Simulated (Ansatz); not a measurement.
**C2H3Sn radical: one species, many methods**

The task here is to estimate one member of a computed series from the others.

The runs use Ansatz 0.2.0, Gaussian basis; functionals in def2-TZVPP, the program's frozen cores in correlated methods.

Levels to be run: LDA (SPW92), PBE-D4, revPBE-D4, BLYP-D4, r2SCAN-D4, B97M-V, PBE0-D4, B3LYP-D4, r2SCANh-D4, r2SCAN0-D4, HSE06-D4, BHLYP-D4, CAM-B3LYP-D4, LC-ωPBE, ωB97X-V, ωB97M-V, B2PLYP, PBE-QIDH; CCSD(T)/def2-SVP; CCSD(T)/def2-TZVPP; CCSD(T)/def2-QZVPP; extrapolation to the limit; RPA on PBE.

## Structure used throughout

The geometry comes from an earlier relaxation with PBE0-D4 in a triple-zeta def2 set; it is a stationary point. Sn takes the def2 core potential; no spin-orbit term is included.

SMILES `C#[C][SnH2]`, 6 atoms, charge 0, spin multiplicity 2.

Atoms are counted from 1 here; the program's logs count them from 0.

Bond lengths: C1–C2 1.209 Å, C1–H4 1.066 Å, C2–Sn3 2.081 Å, Sn3–H5 1.714 Å, Sn3–H6 1.714 Å. Angles: C2–C1–H4 178.8°, C1–C2–Sn3 174.3°, C2–Sn3–H5 107.8°, C2–Sn3–H6 107.8°, H5–Sn3–H6 111.7°.

The first run:

The input, in.yaml:

```yaml
crystal:
  periodic: [false, false, false]
  atoms:
    - {symbol: C, position_ang: [-0.393120, -1.829974, -0.172129]}
    - {symbol: C, position_ang: [-0.048361, -0.680146, -0.027594]}
    - {symbol: Sn, position_ang: [0.721132, 1.225223, 0.299999]}
    - {symbol: H, position_ang: [-0.715960, -2.837071, -0.307946]}
    - {symbol: H, position_ang: [0.813868, 2.019849, -1.216132]}
    - {symbol: H, position_ang: [-0.335559, 2.038019, 1.377702]}
basis:
  gaussian: {orbitals: def2-TZVPP}
magnetization: {spin_polarized: true, initial_magnetization: 1}
hamiltonian: {xc: lda}
output: {orbitals: {seedname: orbitals}}
```

Run with:

```
ansatz run in.yaml --threads 2 --pin off --events-out ev --progress --plain --max-ram 32768MiB --backend cpu
```

Steps of the session up to this table: LDA; PBE-D4 (GGA); revPBE-D4 (GGA); BLYP-D4 (GGA); r2SCAN-D4 (meta-GGA); B97M-V (meta-GGA); PBE0-D4 (hybrid); B3LYP-D4 (hybrid); r2SCANh-D4 (hybrid); r2SCAN0-D4 (hybrid); HSE06-D4 (hybrid); BHLYP-D4 (hybrid); CAM-B3LYP-D4 (range-separated); LC-ωPBE (range-separated); ωB97X-V (range-separated); ωB97M-V (range-separated); B2PLYP (double hybrid); PBE-QIDH (double hybrid).

One of the session's tables, all rows but one given; the rest of the session is left out.

It belongs to the step «Orbital energies across the functionals». 

```
  functional  HOMO (eV)  LUMO (eV)  gap (eV)
 LDA (SPW92)      -5.26      -4.48      0.79
      PBE-D4      -5.20      -4.14      1.06
   revPBE-D4      -5.18      -4.01      1.17
     BLYP-D4      -5.02      -4.17      0.84
   r2SCAN-D4      -5.55      -3.78      1.77
      B97M-V      -5.31      -4.31      1.00
     PBE0-D4      -6.22      -3.26      2.96
    B3LYP-D4      -5.98      -3.66      2.32
  r2SCANh-D4          ?          ?         ?
  r2SCAN0-D4      -6.48      -3.03      3.45
    HSE06-D4      -5.84      -3.64      2.20
    BHLYP-D4      -7.07      -2.52      4.55
CAM-B3LYP-D4      -7.40      -2.42      4.98
     LC-ωPBE      -8.74      -1.02      7.72
     ωB97X-V      -8.27      -1.42      6.85
     ωB97M-V      -8.21      -1.58      6.63
```

Estimate the missing values for r2SCANh-D4.

Worked estimate for «HOMO (eV)». Against the share of exact exchange, r2SCAN-D4 (0, -5.55), r2SCAN0-D4 (0.25, -6.48) give a slope of -3.72 per unit share; at 0.1 the line stands at -5.92.

**Answer.** HOMO (eV): -5.92; LUMO (eV): -3.48; gap (eV): 2.44. In «HOMO (eV)» the line misses by 0.00.
